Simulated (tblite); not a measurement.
# CH15NOSi5: the cost of one run

The runs use tblite 0.8.0 and PySCF 2.14.0, with density-fitted response routines of our own; the level of theory stands in each step. All values are computed, except where a source is named. Atoms count from 0, in the outputs and in this text.

## 1. The molecule as given

23 atoms, charge 0, multiplicity 1; geometry from: force field or distance geometry start.

Bonds of the start (Å): Si0–N1 1.78, N1–Si2 1.80, Si2–Si3 2.24, Si2–C4 1.86, C4–Si5 1.85, Si5–O6 1.70, O6–Si7 1.70, Si0–H8 1.46, Si0–H9 1.47, Si0–H10 1.47, N1–H11 1.03, Si2–H12 1.47, Si3–H13 1.48, Si3–H14 1.46, Si3–H15 1.47, C4–H16 1.11, C4–H17 1.10, Si5–H18 1.49, Si5–H19 1.45, Si7–H20 1.48, Si7–H21 1.47, Si7–H22 1.48.

## 2. Geometry optimisation with GFN2-xTB

What the job is given:

```
{"job": {"kind": "relax", "xc": "GFN2-xTB", "basis": "xTB"}, "charge": 0, "multiplicity": 1}
Si    -3.440600     0.834000    -0.227900
N     -1.748600     0.642400    -0.759000
Si    -0.971200    -0.532000     0.356900
Si    -1.134500    -2.528200    -0.635700
C      0.806900    -0.133200     0.723200
Si     1.310800     1.550800     0.148700
O      2.987800     1.816300     0.091900
Si     3.943300     0.410400     0.083800
H     -4.339400     0.017100    -1.043500
H     -3.568800     0.368300     1.161700
H     -3.892300     2.232600    -0.281900
H     -1.323500     1.578100    -0.727900
H     -1.782600    -0.592600     1.587100
H     -2.222800    -3.312900    -0.007900
H     -1.384200    -2.376800    -2.069200
H      0.120200    -3.243700    -0.377100
H      0.908200    -0.168500     1.831300
H      1.424000    -0.928200     0.271700
H      0.748700     2.534200     1.112200
H      0.678400     1.806700    -1.130800
H      4.440200     0.078900     1.435200
H      3.289700    -0.742900    -0.541700
H      5.145500     0.716300    -0.718000
```

Launch:

```
> OMP_NUM_THREADS=1 python probes_run.py task.json out
```

One launch serves the whole session: the jobs run in the order shown.

**Question.** How long does this first job take on 1 thread of Arm Neoverse N1, shared host, and how much memory does it need?

About 5 s, with a peak of 0.18 GiB.
